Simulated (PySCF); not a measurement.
# C5HF5N: the cost of one run

Programs: PySCF 2.14.0, with density-fitted response routines of our own. Each step states its level of theory. These are calculated values for one molecule in the gas phase, unless marked as measured. Atoms are numbered from 0 throughout.

### 1 The starting structure

12 atoms, charge 1, multiplicity 1; geometry from: GFN2-xTB.

Bonds of the start (Å): F0–C1 1.30, C1–N2 1.35, N2–C3 1.35, C3–F4 1.30, C3–C5 1.40, C5–F6 1.31, C5–C7 1.41, C7–F8 1.30, C7–C9 1.41, C9–F10 1.31, C9–C1 1.40, N2–H11 1.03.

### 2 Optimising the geometry at PBE0-D3(BJ)/def2-SVP

What the job is given:

```
{"job": {"xc": "PBE0", "basis": "def2-SVP", "d3": "d3bj", "grid": 1, "kind": "geom"}, "charge": 1, "multiplicity": 1}
F      2.639900    -0.965000     0.094600
C      1.404830    -0.565660     0.045020
N      0.469920    -1.524350    -0.091320
C     -0.846110    -1.247380    -0.153890
F     -1.645270    -2.262550    -0.288410
C     -1.294040     0.071560    -0.074980
F     -2.570620     0.347400    -0.130920
C     -0.339170     1.099990     0.065950
F     -0.721200     2.338480     0.140620
C      1.032700     0.776520     0.125900
F      1.935690     1.712950     0.254640
H      0.772800    -2.506180    -0.150140
```

Q: Estimate the wall time of this first job on 8 threads of Intel Xeon Platinum 8488C (Sapphire Rapids), shared host.

About 37 s.
